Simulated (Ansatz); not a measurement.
# CH₈AlBSi: a ladder of functionals and wavefunction methods

One table from this session's results is given with a row withheld; the runs are named, their logs left out.

Computed with Ansatz 0.2.0, Gaussian basis. Level: functionals in def2-TZVPP, the program's frozen cores in correlated methods.

Plan: LDA (SPW92), PBE-D4, revPBE-D4, BLYP-D4, r2SCAN-D4, B97M-V, PBE0-D4, B3LYP-D4, r2SCANh-D4, r2SCAN0-D4, HSE06-D4, BHLYP-D4, CAM-B3LYP-D4, LC-ωPBE, ωB97X-V, ωB97M-V, B2PLYP, PBE-QIDH; CCSD(T)/def2-SVP; CCSD(T)/def2-TZVPP; RPA on PBE.

1 further run of the same task is left out (it didn't finish).

### Structure used throughout

All runs share one geometry, relaxed beforehand with PBE0-D4 in a triple-zeta def2 set.

SMILES `[AlH2][CH2]B[SiH3]`, 12 atoms, charge 0, spin multiplicity 1.

Atoms are counted from 1 here; the program's logs count them from 0.

Bond lengths: Al1–C2 1.996 Å, Al1–H5 1.582 Å, Al1–H6 1.582 Å, C2–B3 1.503 Å, C2–H7 1.099 Å, C2–H8 1.092 Å, B3–Si4 2.018 Å, B3–H9 1.203 Å, Si4–H10 1.494 Å, Si4–H11 1.492 Å, Si4–H12 1.492 Å. Angles: C2–Al1–H5 119.1°, C2–Al1–H6 118.5°, H5–Al1–H6 122.1°, Al1–C2–B3 99.5°, Al1–C2–H7 97.0°, Al1–C2–H8 105.0°, B3–C2–H7 117.4°, B3–C2–H8 119.8°, H7–C2–H8 113.0°, C2–B3–Si4 123.2°, C2–B3–H9 119.0°, Si4–B3–H9 117.4°, B3–Si4–H10 110.6°, B3–Si4–H11 110.4°, B3–Si4–H12 113.6°, H10–Si4–H11 106.8°, H10–Si4–H12 107.4°, H11–Si4–H12 107.9°.

Set-up of the first run:

File in.yaml:

```yaml
crystal:
  periodic: [false, false, false]
  atoms:
    - {symbol: Al, position_ang: [-1.472634, 1.062446, 0.764564]}
    - {symbol: C, position_ang: [-1.183456, -0.685828, -0.154756]}
    - {symbol: B, position_ang: [0.238774, -0.950487, 0.254599]}
    - {symbol: Si, position_ang: [1.827426, -0.090748, -0.645211]}
    - {symbol: H, position_ang: [-0.725535, 2.348585, 0.226275]}
    - {symbol: H, position_ang: [-2.536243, 1.134385, 1.933970]}
    - {symbol: H, position_ang: [-1.356192, -0.328096, -1.179519]}
    - {symbol: H, position_ang: [-1.982812, -1.333032, 0.211647]}
    - {symbol: H, position_ang: [0.449621, -1.616991, 1.233803]}
    - {symbol: H, position_ang: [2.518437, 0.845137, 0.292360]}
    - {symbol: H, position_ang: [2.827614, -1.126632, -1.035734]}
    - {symbol: H, position_ang: [1.472099, 0.686162, -1.868197]}
basis:
  gaussian: {orbitals: def2-TZVPP}
hamiltonian: {xc: lda}
output: {orbitals: {seedname: orbitals}}
```

The run is started by

```sh
> ansatz run in.yaml --threads 2 --pin off --events-out ev --progress --plain --max-ram 4352MiB
```

Steps of the session up to this table: LDA; PBE-D4 (GGA); revPBE-D4 (GGA); BLYP-D4 (GGA); r2SCAN-D4 (meta-GGA); B97M-V (meta-GGA); PBE0-D4 (hybrid); B3LYP-D4 (hybrid); r2SCANh-D4 (hybrid); r2SCAN0-D4 (hybrid); HSE06-D4 (hybrid); BHLYP-D4 (hybrid); CAM-B3LYP-D4 (range-separated); LC-ωPBE (range-separated); ωB97X-V (range-separated); ωB97M-V (range-separated); B2PLYP (double hybrid); PBE-QIDH (double hybrid).

One of the session's tables, all rows but one given; the rest of the session is left out.

It belongs to the step «Orbital energies across the functionals». 

```
  functional  HOMO (eV)  LUMO (eV)  gap (eV)
 LDA (SPW92)      -6.69      -3.37      3.31
      PBE-D4      -6.63      -3.13      3.50
   revPBE-D4      -6.59      -3.02      3.58
     BLYP-D4          ?          ?         ?
   r2SCAN-D4      -6.88      -2.88      4.01
      B97M-V      -7.02      -3.03      4.00
     PBE0-D4      -7.83      -2.31      5.53
    B3LYP-D4      -7.65      -2.48      5.17
  r2SCANh-D4      -7.33      -2.59      4.74
  r2SCAN0-D4      -8.00      -2.17      5.83
    HSE06-D4      -7.43      -2.68      4.75
    BHLYP-D4      -8.98      -1.41      7.56
CAM-B3LYP-D4      -9.19      -1.28      7.91
     LC-ωPBE     -10.53      -0.20     10.33
     ωB97X-V     -10.20      -0.31      9.88
     ωB97M-V      -9.99      -0.56      9.43
```

**Question.** Estimate the row for BLYP-D4.

Worked estimate for «HOMO (eV)». Against the share of exact exchange, B3LYP-D4 (0.2, -7.65), BHLYP-D4 (0.5, -8.98) give a slope of -4.43 per unit share; at 0 the line stands at -6.76.

**Answer.** HOMO (eV): -6.52; LUMO (eV): -2.96; gap (eV): 3.56. In «HOMO (eV)» the line misses by -0.24.
